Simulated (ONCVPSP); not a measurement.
**An ONCV potential for phosphorus, from input to tests**

Aim: build the potential from the settings below, then test how well it stands in for the atom: other configurations, scattering, ghost states and the plane-wave cutoff that it needs.

Program: ONCVPSP 4.0.1. Reference atom: PBEsol, scalar-relativistic, spherical and spin-unpolarised. All values are calculated.

### 1 The atom and the settings

Typed settings, in words:

```
element                 : phosphorus (P, Z = 15)
type                    : optimised norm-conserving Vanderbilt (ONCV)
frozen core             : [He]
valence charge          : 13
reference configuration : 2s2 2p6 3s2 3p2.5 (charge +0.5)
partial waves           : 2s+3s: rc 0.90 bohr, ncon 4, nbas 7, qcut 17.6 1/bohr, 3 projectors, debl 1 Ha; 2p+3p: rc 0.80 bohr, ncon 4, nbas 8, qcut 19.2 1/bohr, 3 projectors, debl 2.3 Ha; d scattering state at 0.39 Ha: rc 0.90 bohr, ncon 4, nbas 9, qcut 10.4 1/bohr, 2 projectors, debl 1.7 Ha
local potential         : polynomial inside 0.75 bohr (lpopt 3, dvloc0 0 Ha)
core correction         : Teter function, fcfact 5.25, rcfact 1.75
```

An earlier all-electron run gives the scale for the radii.

All-electron outer shells of the reference configuration (PBEsol, scalar-relativistic, ld1.x):

```csv
shell,level (eV),outermost node (bohr),outermost maximum (bohr)
1s,-2085.35,–,0.07
2s,-178.57,0.14,0.42
2p,-129.34,–,0.36
3s,-18.37,0.65,1.56
3p,-9.63,0.64,1.81
```

### 2 Generating the potential

Contents of P.dat:

```
# ATOM AND REFERENCE CONFIGURATION
# atsym  z   nc   nv     iexc    psfile
  P 15.00    1    4  -116133      upf
#
#   n    l    f
    1    0    2.00
    2    0    2.00
    2    1    6.00
    3    0    2.00
    3    1    2.50
#
# PSEUDOPOTENTIAL AND OPTIMIZATION
# lmax
    2
#
#   l,   rc,      ep,       ncon, nbas, qcut
    0    0.90    0.00    4    7   17.60
    1    0.80    0.00    4    8   19.20
    2    0.90    0.39    4    9   10.40
#
# LOCAL POTENTIAL
# lloc, lpopt,  rc(5),   dvloc0
    4    3    0.75    0.00
#
# VANDERBILT-KLEINMAN-BYLANDER PROJECTORs
# l, nproj, debl
    0    3    1.00
    1    3    2.30
    2    2    1.70
#
# MODEL CORE CHARGE
# icmod, fcfact, rcfact
    3    5.25    1.75
#
# LOG DERIVATIVE ANALYSIS
# epsh1, epsh2, depsh
   -8.00    5.00    0.04
#
# OUTPUT GRID
# rlmax, drl
    6.00    0.01
#
# TEST CONFIGURATIONS
# ncnf
    4
# nvcnf
#   n    l    f
    4
    2    0    2.00
    2    1    6.00
    3    0    2.00
    3    1    3.00
#
    4
    2    0    2.00
    2    1    6.00
    3    0    2.00
    3    1    2.00
#
    4
    2    0    2.00
    2    1    6.00
    3    0    2.00
    3    1    1.00
#
    4
    2    0    2.00
    2    1    6.00
    3    0    1.00
    3    1    0.00
#
```

The run is started by

```
$ oncvpsp.x < P.dat > P.out
```

**Question.** What will these runs give? Wanted: cutoffs for 1 and 0.1 mHa per electron, occupied waves; bound ghosts; GHOST(+) flags; largest test error; largest phase difference near zero energy, channels read; rms error of d²Exc/dn², without and with the model core.

The runs gave:

| quantity | value |
| --- | --- |
| cutoffs for 1 and 0.1 mHa per electron, occupied waves | 135 Ha and 153 Ha |
| bound ghosts | none found |
| GHOST(+) flags | none at low energy |
| largest test error (AE − PS) | +3.3 meV, for 2s2 2p6 3s1 3p0 |
| largest phase difference near zero energy, channels read | 0.000 rad |
| rms error of d²Exc/dn², without and with the model core | 2.01 and 2.49 mHa |

In words: The worst unpolarised test, 2s2 2p6 3s1 3p0, is off by 3.3 meV on 106.7 eV; by total energies transferability rates as very good. The potential is very hard: the looser tolerance needs 135 Ha. The program's ghost test flags no bound state. Near zero energy the phases of the channels with partial waves agree within 0.001 rad. These are tests on the free atom; a crystal test is still owed.
